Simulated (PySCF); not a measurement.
# [Nd(SH)4]−: other functionals and bases at one geometry

One table from this session's results is given with a row withheld; the runs are named, their logs left out.

Program: PySCF 2.14.0. Level of theory: several levels, as the steps say, no spin–orbit coupling. These are calculated values, not measurements.

1 further run of the same task is left out (for a known fault of the program).

## The starting structure

9 atoms, charge -1, spin multiplicity 1.

Bond lengths: Nd1–S2 2.720 Å, Nd1–S4 2.720 Å, Nd1–S6 2.720 Å, Nd1–S8 2.720 Å, S2–H3 1.354 Å, S4–H5 1.354 Å, S6–H7 1.354 Å, S8–H9 1.354 Å. Angles: S2–Nd1–S4 111.9°, S2–Nd1–S6 108.3°, S2–Nd1–S8 108.3°, S4–Nd1–S6 108.3°, S4–Nd1–S8 108.3°, S6–Nd1–S8 111.9°, Nd1–S2–H3 88.3°, Nd1–S4–H5 88.3°, Nd1–S6–H7 88.3°, Nd1–S8–H9 88.3°.

Coordinates:

```xyz
9
H4NdS4
Nd    0.0000    0.0000    0.0000
S     1.6989    1.4805    1.5232
H     2.7209    1.0124    0.7679
S    -1.6989   -1.4805    1.5232
H    -2.7209   -1.0124    0.7679
S     1.4805   -1.6987   -1.5233
H     1.0131   -2.7210   -0.7678
S    -1.4805    1.6987   -1.5233
H    -1.0131    2.7210   -0.7678
```

Formal oxidation states: Nd +3. Each metal's 3 4f electrons lie in its core potential, so multiplicities, spins and levels count the valence alone. An earlier session relaxed this geometry at PBE0, Nd lcecp-1-SVP with ECP49, S def2-SVP, H def2-SVP (singlet, point group S4).

At PBE0 on the finer grid: E = -1628.334788 Eh, HOMO -3.05 eV, LUMO 2.86 eV, Mulliken charge on Nd1 +0.61 e, largest force component 0.011 eV/Å. 

Levels to run: revPBE; B3LYP; PBE0, TZVP. Hardware: 2 threads of Intel Xeon 6975P-C (Granite Rapids), shared host.

The first run:

Contents of run.py (the lines that set the calculation):

```python
mol = gto.M(atom='''
Nd     0.00000     0.00000     0.00000
S      1.69886     1.48051     1.52320
H      2.72093     1.01241     0.76792
S     -1.69886    -1.48051     1.52320
H     -2.72093    -1.01241     0.76792
S      1.48054    -1.69868    -1.52331
H      1.01315    -2.72102    -0.76781
S     -1.48054     1.69868    -1.52331
H     -1.01315     2.72102    -0.76781''',
    basis={'Nd': 'lcecp-1-SVP', 'S': 'def2-SVP', 'H': 'def2-SVP'},
    ecp={'Nd': 'lcecp-1-SVP'},
    charge=-1, spin=0)
mf = dft.RKS(mol, xc='PBE_R,PBE')
mf.grids.atom_grid = (75, 302)  # f atoms: unpruned, at least (60, 302)
mf = mf.density_fit()  # fitting sets: Nd AutoAux, S def2-universal-JKFIT, H def2-universal-JKFIT
mf.conv_tol = 1e-08; mf.max_cycle = 55
mf.kernel(dm0)  # dm0: the density of the relaxed state
```

Started as:

```sh
OMP_NUM_THREADS=2 python run.py
```

Among the steps run: revPBE; B3LYP; PBE0, TZVP.

One of the session's tables, all rows but one given; the rest of the session is left out.

| level | HOMO (eV) | gap (eV) | charge on Nd1 (e) | largest force component (eV/Å) |
| --- | --- | --- | --- | --- |
| PBE0 (relaxed here) | -3.05 | 5.91 | 0.61 | 0.01 |
| revPBE | -1.77 | 4.12 | 0.50 | 0.28 |
| B3LYP | -2.70 | 5.38 | 0.52 | 0.15 |
| PBE0, TZVP | ? | ? | ? | ? |

Estimate the missing values for PBE0, TZVP.

The run gave: HOMO (eV): -3.31; gap (eV): 6.00; charge on Nd1 (e): 1.23; largest force component (eV/Å): 0.15. In the column «HOMO (eV)» it is the lowest.

In one basis the HOMO–LUMO gap runs from 4.12 eV (revPBE) to 5.91 eV (PBE0). The largest leftover force, 0.28 eV/Å with revPBE, stands at a geometry relaxed at another level. With 4f in the core, its levels are missing from HOMO and gap, and its count is fixed, so no charge can pass from the ligands into it. Total energies of different levels can't be compared.
